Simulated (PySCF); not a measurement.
# C8H7F: the cost of one run

The runs use PySCF 2.14.0, with density-fitted response routines of our own; the level of theory stands in each step. All values are computed, except where a source is named. Atoms count from 0, in the outputs and in this text.

### 1 Starting geometry

16 atoms, charge 0, multiplicity 1; geometry from: GFN2-xTB. The atoms were then displaced at random by about 0.01 Å, so the start is not that level's minimum.

Bonds of the start (Å): C0–C1 1.36, C1–C2 1.47, C2–C3 1.39, C3–C4 1.41, C4–C5 1.38, C5–F6 1.33, C5–C7 1.39, C7–C8 1.36, C8–C2 1.40, C0–H9 1.05, C0–H10 1.08, C1–H11 1.09, C3–H12 1.04, C4–H13 1.08, C7–H14 1.10, C8–H15 1.06.

### 2 Relaxing the molecule at PBE0-D3(BJ)/def2-TZVP

The job: settings as JSON, then the geometry in Å.

```
{"job": {"xc": "PBE0", "basis": "def2-TZVP", "d3": "d3bj", "grid": 2, "shake": 0.01, "kind": "geom"}, "charge": 0, "multiplicity": 1}
C      2.305890    -1.654090     0.572020
C      1.821380    -0.594280    -0.122560
C      0.448300    -0.061760    -0.112720
C      0.202210     1.048940    -0.906760
C     -1.102480     1.585190    -0.940440
C     -2.087480     1.025130    -0.146620
F     -3.318050     1.542360    -0.161830
C     -1.810220    -0.070020     0.654970
C     -0.554030    -0.602590     0.694490
H      3.308740    -1.945870     0.494940
H      1.661880    -2.209210     1.245110
H      2.512340    -0.055380    -0.767510
H      0.916850     1.495690    -1.523330
H     -1.349900     2.448560    -1.539200
H     -2.621500    -0.507240     1.260270
H     -0.352990    -1.447800     1.309900
```

Started as:

```console
> OMP_NUM_THREADS=2 python probes_run.py task.json out
```

The driver reads the jobs from task.json and runs them one after another.

Q: Estimate the wall time and peak memory of this first job on 2 threads of Intel Xeon at 2.50GHz, shared host.

About 11 min, with a peak of 2.1 GiB.
